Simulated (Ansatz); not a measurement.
# Ge2H6 (singlet): the correlation ladder at a displaced geometry (v2), cc-pVDZ

Aim: climb from Hartree-Fock through coupled cluster and multireference methods for Ge2H6 (singlet) at one geometry and basis, and see what each rung misses.

Program: Ansatz 0.2.0, Gaussian basis. Level of theory: cc-pVDZ, core rule «outside noble gas», up to 28 orbitals frozen. These are calculated values, not measurements.

Plan: UHF; CCSD(T) on RHF; BCCD(T) on RHF; CISD; CCSDT(Q) on RHF; CASSCF and NEVPT2, 8 electrons in 8 orbitals.

13 further runs of the same task are left out: 5 that didn't finish, 8 set aside as unsound or not needed.

### 1 What is computed

The geometry is a PBE0/def2-TZVP stationary point (not a proven minimum) with its atoms shifted at random (size 0.100 Å). No spin-orbit coupling is included. The filled d shell of Ge may be among the frozen orbitals whatever the setting's name suggests; the logs give the count.

8 atoms, charge 0, spin multiplicity 1.

Atoms are counted from 1 here; the program's logs count them from 0.

Bond lengths: Ge1–Ge2 2.257 Å, Ge1–H3 1.549 Å, Ge1–H4 1.595 Å, Ge1–H5 1.689 Å, Ge2–H6 1.694 Å, Ge2–H7 1.470 Å, Ge2–H8 1.551 Å. Angles: Ge2–Ge1–H3 113.5°, Ge2–Ge1–H4 109.7°, Ge2–Ge1–H5 112.8°, H3–Ge1–H4 108.7°, H3–Ge1–H5 107.0°, H4–Ge1–H5 104.7°, Ge1–Ge2–H6 115.1°, Ge1–Ge2–H7 113.9°, Ge1–Ge2–H8 114.2°, H6–Ge2–H7 103.6°, H6–Ge2–H8 103.5°, H7–Ge2–H8 105.4°.

### 2 UHF

The input, in.yaml:

```yaml
crystal:
  periodic: [false, false, false]
  atoms:
    - {symbol: Ge, position_ang: [-1.129319, -0.006134, -0.005014]}
    - {symbol: Ge, position_ang: [1.127407, 0.011006, 0.006584]}
    - {symbol: H, position_ang: [-1.757789, 1.409174, 0.006737]}
    - {symbol: H, position_ang: [-1.666831, -0.815257, 1.260650]}
    - {symbol: H, position_ang: [-1.769937, -0.819949, -1.338644]}
    - {symbol: H, position_ang: [1.857825, -1.514915, -0.075636]}
    - {symbol: H, position_ang: [1.711947, 0.610114, 1.215136]}
    - {symbol: H, position_ang: [1.762530, 0.779681, -1.181417]}
basis:
  gaussian: {orbitals: cc-pVDZ}
magnetization: {spin_polarized: true, initial_magnetization: 0}
hamiltonian: {xc: hf}
output: {orbitals: {seedname: orbitals}}
```

Command:

```console
> ansatz run in.yaml --threads 1 --pin off --events-out ev --progress --plain --max-ram 2393MiB
```

Further steps of the session: CCSD(T) on RHF; BCCD(T) on RHF; CISD; CCSDT(Q) on RHF; CASSCF and NEVPT2, 8 electrons in 8 orbitals.

Before running them: what should the planned runs give, taken together? Wanted: RCCSDT(Q) below the RHF energy; RMP2 from RCCSDT(Q); RCCSD from RCCSDT(Q); RCCSD(T) from RCCSDT(Q); NEVPT2 frontier from RCCSDT(Q); T1 diagnostic.

The runs gave:

```
                         quantity                      value
   RCCSDT(Q) below the RHF energy                 -7.1997 eV
              RMP2 from RCCSDT(Q)              +150.9 kJ/mol
             RCCSD from RCCSDT(Q)               +19.2 kJ/mol
          RCCSD(T) from RCCSDT(Q)                +3.6 kJ/mol
   NEVPT2 frontier from RCCSDT(Q)              +142.2 kJ/mol
levels within 1 kcal/mol (43 meV)  RCCSD(T), BCCD(T), RCCSDT
                    T1 diagnostic                      0.012
```

**Reading.** RCCSD(T) misses by +3.6 kJ/mol, 0.5 % of the correlation energy. These misses are within one basis, not against nature.
